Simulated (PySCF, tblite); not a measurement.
# C₄H₆B₂FOS radical: geometry, infrared bands and EPR parameters

What infrared bands and EPR parameters should C₄H₆B₂FOS radical (`BOB(F)C1=CC[CH]S1`) show?

The runs use tblite 0.8.0 and PySCF 2.14.0, with density-fitted response routines of our own; the level of theory stands in each step. All values are computed, except where a source is named. Atoms count from 0, in the outputs and in this text.

## 1. The molecule as given

15 atoms, charge 0, multiplicity 2; geometry from: force field or distance geometry start.

Bonds of the start (Å): B0–O1 1.49, O1–B2 1.48, B2–F3 1.43, B2–C4 1.58, C4–C5 1.31, C5–C6 1.46, C6–C7 1.51, C7–S8 1.84, S8–C4 1.81, B0–H9 1.19, B0–H10 1.19, C5–H11 1.11, C6–H12 1.15, C6–H13 1.12, C7–H14 1.10.

## 2. Optimising the geometry with GFN2-xTB

Job settings and geometry (Å):

```
{"job": {"kind": "relax", "xc": "GFN2-xTB", "basis": "xTB"}, "charge": 0, "multiplicity": 2}
B      3.202700     1.020100    -0.377300
O      2.228300     0.286700    -1.230100
B      1.535100    -0.618600    -0.279100
F      2.290800    -1.121400     0.829800
C      0.003000    -0.315700    -0.034900
C     -1.014200    -1.134600     0.079600
C     -2.316600    -0.511900     0.299100
C     -2.377500     0.862700    -0.319600
S     -0.654500     1.368400     0.096600
H      3.853100     0.338900     0.345000
H      2.833900     2.063900     0.046800
H     -0.880900    -2.236200     0.024700
H     -2.427600    -0.397800     1.433300
H     -3.157400    -1.139800    -0.083100
H     -3.122400     1.543100     0.124700
```

Run with:

```console
$ OMP_NUM_THREADS=1 python probes_run.py task.json out
```

This one command runs all jobs of the session in turn.

What it wrote:

```text
step      E/eV     max force
  0    -709.97374    4.002
  1    -710.69850    2.589
  2    -711.08487    3.467
  3    -711.29086    1.221
  4    -711.44702    0.840
  5    -711.60046    0.980
  6    -711.68536    0.947
  7    -711.77558    0.868
  8    -711.88066    0.933
  9    -712.02182    0.821
 10    -712.11385    0.815
 11    -712.18054    0.576
 12    -712.24981    0.585
 13    -712.30229    0.532
 14    -712.34837    0.546
 15    -712.37420    0.375
 16    -712.39466    0.370
 17    -712.41350    0.361
 18    -712.42787    0.325
 19    -712.44062    0.274
 20    -712.45180    0.230
 21    -712.45884    0.221
 22    -712.47186    0.329
 23    -712.48342    0.409
 24    -712.49568    0.351
 25    -712.50788    0.224
 26    -712.52138    0.240
 27    -712.53440    0.242
 28    -712.54626    0.293
 29    -712.55851    0.254
 30    -712.56928    0.245
 31    -712.57537    0.194
 32    -712.57840    0.235
 33    -712.58195    0.166
 34    -712.58642    0.171
 35    -712.59172    0.197
 36    -712.59720    0.193
 37    -712.60331    0.198
 38    -712.60917    0.160
 39    -712.61402    0.163
 40    -712.61779    0.137
 41    -712.62135    0.155
 42    -712.62543    0.186
 43    -712.63107    0.216
 44    -712.63676    0.191
 45    -712.64005    0.157
 46    -712.64177    0.155
 47    -712.64275    0.139
 48    -712.64357    0.091
 49    -712.64444    0.063
 50    -712.64525    0.086
 51    -712.64644    0.083
 52    -712.64743    0.099
 53    -712.64838    0.094
 54    -712.64946    0.097
 55    -712.65085    0.094
 56    -712.65239    0.103
 57    -712.65393    0.114
 58    -712.65573    0.132
 59    -712.65820    0.138
 60    -712.66133    0.167
 61    -712.66445    0.185
 62    -712.66713    0.139
 63    -712.66978    0.145
 64    -712.67438    0.169
 65    -712.68034    0.257
 66    -712.69211    0.300
 67    -712.70144    0.325
 68    -712.71297    0.516
 69    -712.70628    0.693
 70    -712.73244    0.275
 71    -712.74060    0.250
 72    -712.75677    0.227
 73    -712.76526    0.400
 74    -712.77567    0.272
 75    -712.78826    0.243
 76    -712.80144    0.412
 77    -712.80947    0.281
 78    -712.81951    0.237
 79    -712.82769    0.368
 80    -712.83572    0.330
 81    -712.84121    0.211
 82    -712.84744    0.146
 83    -712.85254    0.196
 84    -712.86039    0.186
 85    -712.86783    0.232
 86    -712.87814    0.293
 87    -712.88738    0.237
 88    -712.89710    0.173
 89    -712.90421    0.210
 90    -712.90898    0.180
 91    -712.91150    0.125
 92    -712.91405    0.163
 93    -712.91641    0.137
 94    -712.91918    0.147
 95    -712.92263    0.158
 96    -712.92450    0.278
 97    -712.92623    0.090
 98    -712.92758    0.192
 99    -712.92930    0.133
100    -712.93095    0.097
101    -712.93275    0.076
102    -712.93450    0.072
103    -712.93616    0.092
104    -712.93747    0.101
105    -712.93851    0.079
106    -712.93941    0.082
107    -712.94028    0.076
108    -712.94104    0.065
109    -712.94161    0.050
110    -712.94203    0.045
111    -712.94236    0.043
112    -712.94270    0.046
113    -712.94299    0.041
114    -712.94324    0.043
115    -712.94356    0.043
116    -712.94409    0.057
117    -712.94497    0.102
118    -712.94607    0.076
119    -712.94697    0.093
120    -712.94747    0.041
121    -712.94760    0.023
122    -712.94764    0.013
123    -712.94768    0.010
124    -712.94771    0.012
125    -712.94774    0.011
126    -712.94778    0.015
127    -712.94783    0.020
128    -712.94791    0.021
129    -712.94801    0.024
130    -712.94810    0.024
131    -712.94818    0.021
132    -712.94829    0.027
133    -712.94845    0.037
134    -712.94872    0.042
135    -712.94915    0.055
136    -712.94964    0.057
137    -712.95004    0.043
138    -712.95034    0.042
139    -712.95062    0.038
140    -712.95090    0.034
141    -712.95120    0.034
142    -712.95142    0.032
143    -712.95155    0.028
144    -712.95164    0.023
145    -712.95173    0.018
146    -712.95180    0.020
147    -712.95186    0.017
148    -712.95189    0.017
149    -712.95192    0.018
150    -712.95198    0.017
151    -712.95207    0.024
152    -712.95217    0.025
153    -712.95228    0.025
154    -712.95239    0.021
155    -712.95247    0.018
156    -712.95252    0.010
157    -712.95254    0.006
```

Run time: 1.2 s. Hardware: 1 thread of Arm Neoverse V1, shared host.

Relaxation path: (not every step is listed)

```
step  energy from step 0 (eV)  largest force (eV/Å)
   0                   0.0000                4.0017
   1                  -0.7248                2.5891
   2                  -1.1111                3.4668
   3                  -1.3171                1.2214
   4                  -1.4733                0.8402
   5                  -1.6267                0.9796
   6                  -1.7116                0.9470
   7                  -1.8018                0.8676
   8                  -1.9069                0.9328
  22                  -2.4981                0.3287
  36                  -2.6235                0.1926
  50                  -2.6715                0.0865
  64                  -2.7006                0.1691
  78                  -2.8458                0.2373
  92                  -2.9403                0.1634
 106                  -2.9657                0.0820
 120                  -2.9737                0.0409
 134                  -2.9750                0.0420
 148                  -2.9782                0.0175
 152                  -2.9784                0.0254
 153                  -2.9785                0.0249
 154                  -2.9787                0.0210
 155                  -2.9787                0.0180
 156                  -2.9788                0.0105
 157                  -2.9788                0.0061
```

Distances of close pairs at the start and the end, largest changes first:

```
  bond  before (Å)  after (Å)  change (Å)
 B0–O1       1.488      1.303      -0.185
 O1–B2       1.485      1.304      -0.181
 C7–S8       1.843      1.706      -0.137
 B2–F3       1.433      1.349      -0.084
 C4–S8       1.813      1.765      -0.048
C6–H12       1.145      1.103      -0.043
C5–H11       1.111      1.077      -0.034
C7–H14       1.102      1.069      -0.034
```

The next job starts from the end point, and lists it.

## 3. Harmonic vibrations with GFN2-xTB

Job settings and geometry (Å):

```
{"job": {"kind": "ir", "xc": "GFN2-xTB", "basis": "xTB"}, "charge": 0, "multiplicity": 2}
B      3.339087     1.213516    -0.222526
O      2.391998     0.323408    -0.133083
B      1.458126    -0.581777    -0.044924
F      1.841202    -1.875513    -0.058096
C     -0.066655    -0.276734     0.073966
C     -1.075951    -1.159076     0.164899
C     -2.452337    -0.596493     0.268469
C     -2.279264     0.877007     0.236040
S     -0.656309     1.386644     0.101290
H      3.837370     1.622371     0.763612
H      3.670111     1.595242    -1.286511
H     -0.910278    -2.222934     0.163898
H     -2.946937    -0.937090     1.193132
H     -3.088262    -0.958174    -0.556270
H     -3.066314     1.597594     0.291570
```

What it wrote:

```text
mode    cm-1     km/mol
  1      37.9      2.58
  2      70.3      0.30
  3     105.8      4.84
  4     136.7      5.85
  5     148.2      1.63
  6     166.8      5.59
  7     286.7     12.88
  8     307.3      5.10
  9     326.6      0.19
 10     359.1      2.56
 11     394.4     13.03
 12     519.1     22.04
 13     561.9     57.34
 14     603.4      4.56
 15     685.3      3.65
 16     754.2      4.72
 17     836.6     41.26
 18     883.3    109.84
 19     898.7      5.44
 20     899.0     55.20
 21     948.9     50.07
 22     985.5      9.67
 23    1052.1     16.25
 24    1064.5      0.00
 25    1117.4    140.81
 26    1171.6     14.08
 27    1175.0    257.08
 28    1224.0     30.29
 29    1253.0      2.75
 30    1280.1     16.51
 31    1437.8     17.51
 32    1577.5    424.91
 33    1596.4    266.41
 34    2554.7    155.50
 35    2571.4    148.10
 36    2777.4     24.23
 37    2844.6     54.52
 38    3114.8      5.43
 39    3188.3      4.95
```

Wall time 0.55 s (1 thread of Arm Neoverse V1, shared host).

Which atoms move in the most intense modes:

```
cm⁻¹  km/mol                               atoms
 562    57.3                    B2 60 %, C4 31 %
 883   109.8          H9 36 %, H10 36 %, B0 26 %
1117   140.8          B2 34 %, H9 20 %, H10 20 %
1175   257.1           B2 56 %, C4 21 %, F3 11 %
1578   424.9  C5 29 %, C4 29 %, O1 20 %, B2 12 %
1596   266.4  O1 37 %, C5 20 %, C4 17 %, B0 13 %
2555   155.5                   H9 54 %, H10 42 %
2571   148.1          H10 50 %, H9 39 %, B0 11 %
```

## 4. EPR parameters: B3LYP/pcH-1

The job, as its differences from that of step 3:

```diff
@@ -1,2 +1,2 @@
-{"job": {"kind": "ir", "xc": "GFN2-xTB", "basis": "xTB"}, "charge": 0, "multiplicity": 2}
+{"job": {"kind": "epr", "basis": "pcH-1"}, "charge": 0, "multiplicity": 2}
 B      3.339087     1.213516    -0.222526
```

Level: UKS B3LYP, pcH-1 on B C F H O S, non-relativistic, mean-field spin-orbit, GIAO.

What it wrote:

```text
UKS, coarse grid
  cycle   1  E = -778.98986464  |g| = 6.01e-01
  cycle   2  E = -778.81647957  |g| = 9.33e-01
  cycle   3  E = -779.10932919  |g| = 8.16e-02
  cycle   4  E = -779.11128270  |g| = 5.50e-02
  cycle   5  E = -779.11241684  |g| = 1.05e-02
  cycle   6  E = -779.11247374  |g| = 5.05e-03
  cycle   7  E = -779.11248979  |g| = 2.93e-03
  cycle   8  E = -779.11249649  |g| = 1.50e-03
  cycle   9  E = -779.11249694  |g| = 2.78e-04
UKS, final grid
  cycle   1  E = -779.11238005  |g| = 3.44e-04
  cycle   2  E = -779.11237999  |g| = 5.25e-04
  cycle   3  E = -779.11238011  |g| = 8.08e-05
  cycle   4  E = -779.11238011  |g| = 1.94e-05
E = -779.11238011 Eh   <S^2> = 0.7577 (exact 0.7500)
g shifts (ppm)      1          2          3
  rmc          -161       -161       -161
  gc             -5         33         36
  oz_so        -140         82       5473
  total        -306        -46       5349
hyperfine (MHz)  atom isotope    a_iso     a_fc   dipolar eigenvalues
    0   11B       0.11       0.11     -0.18     -0.16      0.35
    1   17O      -0.01      -0.01     -0.38     -0.01      0.38
    2   11B       0.47       0.47     -0.92      0.03      0.89
    3   19F      -1.46      -1.48     -5.43      2.11      3.32
    4   13C      -8.80      -8.77     -8.09      3.62      4.47
    5   13C      10.31      10.32     -9.52     -6.63     16.16
    6   13C     -37.35     -37.37     -1.79      0.54      1.25
    7   13C      79.71      79.42    -69.20    -68.60    137.80
    8   33S       3.88       4.25    -20.99    -15.79     36.79
    9    1H      -0.41      -0.41     -0.42     -0.40      0.82
   10    1H      -0.41      -0.41     -0.42     -0.40      0.82
   11    1H      -8.55      -8.56     -4.96     -1.45      6.41
   12    1H     153.64     153.63     -4.38     -2.88      7.26
   13    1H     153.26     153.26     -4.39     -2.89      7.27
   14    1H     -53.88     -53.98    -32.76     -0.48     33.24
```

Wall time 2.1 min (1 thread of Arm Neoverse V1, shared host); peak memory 1 GiB.

Principal g values 2.00201, 2.00227, 2.00767; g(iso) = 2.00398, against 2.00232 for a free electron.

Mean a(iso) over the nuclei that a row names, and the largest dipolar term of the row (other rows stand at the frozen geometry):

```
  nuclei  isotope  a(iso) (MHz)  a(iso) (G, at g = 2.0023)  largest dipolar term (MHz)
H12, H13       1H         153.4                       54.8                         7.3
      C7      13C          79.7                       28.4                       137.8
     H14       1H         -53.9                      -19.2                        33.2
      C6      13C         -37.4                      -13.3                        -1.8
      C5      13C          10.3                        3.7                        16.2
      C4      13C          -8.8                       -3.1                        -8.1
     H11       1H          -8.6                       -3.1                         6.4
      S8      33S           3.9                        1.4                        36.8
      F3      19F          -1.5                       -0.5                        -5.4
      B2      11B           0.5                        0.2                        -0.9
 H9, H10       1H          -0.4                       -0.1                         0.8
      B0      11B           0.1                        0.0                         0.3
      O1      17O           0.0                        0.0                         0.4
```

Mulliken spin populations:

B0 0.00; O1 0.00; B2 0.00; F3 0.00; C4 -0.06; C5 0.11; C6 -0.09; C7 0.81; S8 0.15; H9 0.00; H10 0.00; H11 -0.01; H12 0.06; H13 0.06; H14 -0.04

In first order the couplings over 0.8 MHz of 1H, 19F give 24 distinct lines over 132.3 G, if the averaged nuclei exchange fast.

The fields below are evaluated on a grid from the run's orbitals.

ELF in a plane through or near 11 of the atoms.

Ten even steps from ' ' (0.00) to '@' (1.00):
```
                                                        
                                                        
                                                        
                        ..--::      --**++              
                      ::**%%##--  ..@@@@@@**            
                      ==%%@@%%++::--@@@@@@##            
          ::::        --##==++::%%++**@@%%::            
        ..====....::    ++::##..%%::::++--              
        --++::  ####::  ..####++--++%%%%--              
        ::::==--%%%%++..--**##==  --==::++::            
        ....::%%++--##::@@--**%%++%%--::**==..          
            --##%%%%::######==##++++##==++::            
            ..--::..--..::::::++++##--....              
                  --##%%++    %%@@@@==                  
                --##**--%%::  @@@@@@##                  
                ::**%%%%##::  ##@@@@**                  
                  ..::--::      ----                    
                                                        
                                                        
                                                        
```
The map spans 13.2 Å across and 9.6 Å up, centred on the molecule. Atoms in the plane (x, y in Å): B0 (-3.5, 0.5), O1 (-2.4, -0.2), B2 (-1.3, -0.9), F3 (-1.4, -2.2), C4 (0.1, -0.3), C5 (1.3, -0.9), C6 (2.5, -0.1), C7 (2.1, 1.3), S8 (0.4, 1.5), H11 (1.4, -2.0), H14 (2.7, 2.2).

log10 of the density (e/Å³) in the same plane.

Ten even steps from '0' (-4.0) to '9' (1.8):
```
0000000000000000000000000000
0000000000000000000000000000
0000000000011222222221000000
0000000000123333333332100000
0000112111234555445553200000
0011233222345666556764200000
0023344433345797677764210000
0123455544445797778654210000
0124567666545676667664320000
0124568777655676567765421000
0023455789766897777865421000
0012345677787777877665421000
0001223455676566775543310000
0000012346776556765432210000
0000001346887545664321000000
0000000245776434443210000000
0000000124554322322100000000
0000000012333111110000000000
0000000000000000000000000000
0000000000000000000000000000
```
The map spans 13.2 Å across and 9.6 Å up, centred on the molecule. Atoms in the plane (x, y in Å): B0 (-3.5, 0.5), O1 (-2.4, -0.2), B2 (-1.3, -0.9), F3 (-1.4, -2.2), C4 (0.1, -0.3), C5 (1.3, -0.9), C6 (2.5, -0.1), C7 (2.1, 1.3), S8 (0.4, 1.5), H11 (1.4, -2.0), H14 (2.7, 2.2).

On the surface of density 0.002 e/bohr³ the electrostatic potential runs, from the 1st to the 99th percentile, from -0.83 V near F3 to 1.37 V near B0.

The spin density lies nearest to C7 50 %; S8 18 %; H14 7 %; C5 6 %.

## 5. Summary of results

| quantity | value |
| --- | --- |
| strongest single infrared mode (GFN2-xTB) | 1578 cm⁻¹, 425 km/mol |
| zero-point energy (GFN2-xTB) | 59.9 kcal/mol |
| g(iso) (B3LYP) | 2.00398 |
| ⟨S²⟩ | 0.758 (exact 0.75) |
| largest a(iso) (averaged by class) | 1H on H12, H13, 153.4 MHz |
| surface potential, 1st and 99th percentile | -0.83 V and 1.37 V |

Relaxing lowered the energy by 2.979 eV in 157 steps; the close pair that moved most is B0–O1, from 1.488 to 1.303 Å. All 39 modes are real, so the xTB geometry is a minimum. The strongest single mode, at 1578 cm⁻¹, is carried by C5, C4, O1, B2. Unscaled tight-binding wavenumbers are off by several per cent, some by more. Its intensities can rank the bands wrongly. C7 carries the largest spin population, 0.81 e. The isotropic g lies 1.7 ppt above the free-electron value.
